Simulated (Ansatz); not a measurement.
The system is PtSe.

```
CELL_PARAMETERS angstrom
0.00000 2.79841 2.79841
2.79841 0.00000 2.79841
2.79841 2.79841 0.00000
ATOMIC_POSITIONS crystal
Pt 0.50000 0.50000 0.50000
Se 0.00000 0.00000 0.00000
```

The cell comes from a database or a generator and needn't be the stable form of this composition.

- Program: Ansatz 0.2.0
- Task: relaxation of cell and atoms
- Functional: PBE0
- Potentials or basis: Ansatz PAW
- Cutoff: 420 eV (not typed: the program's choice for these potentials)
- k mesh: 4 × 4 × 4
- Occupations: fermi-dirac, width 0.05 eV
- Spin: no spin polarisation

At the start: volume 21.91 Å³/atom.

Problem. How do energy, volume and symmetry change on relaxing?

Solution. It ends after 6 steps and the volume is 18.35 Å³/atom (-16.2 %); space group Fm-3m (No. 225, to 0.05 Å).

The path:
| step | energy change (eV) | largest force (eV/Å) | volume (Å³) |
| --- | --- | --- | --- |
| 1 | 0.0000 | 0.0000 | 43.83 |
| 2 | -0.4144 | 0.0000 | 37.73 |
| 3 | -0.4240 | 0.0000 | 36.26 |
| 4 | -0.4264 | 0.0000 | 36.73 |
| 5 | -0.4264 | 0.0000 | 36.71 |
| 6 | -0.4242 | 0.0000 | 36.71 |

Final structure:
```
Pt Se
1.0
     0.00000    2.63785    2.63785
     2.63785    0.00000    2.63785
     2.63785    2.63785    0.00000
Pt Se
1 1
Direct
  0.50000 0.50000 0.50000
  0.00000 0.00000 0.00000
```

Caveat: the k mesh is coarse (spacing up to 0.49 Å⁻¹), so the values aren't converged, least of all with exact exchange; the volume moved by over 15 % at a fixed basis, so the end points are rough; the plane-wave basis is chosen anew once the cell has moved, so the energies of steps on either side of that aren't comparable; the PAW data sets come from PBE, with cores solved anew for the run's functional, which leaves a small shift of forces and pressure.
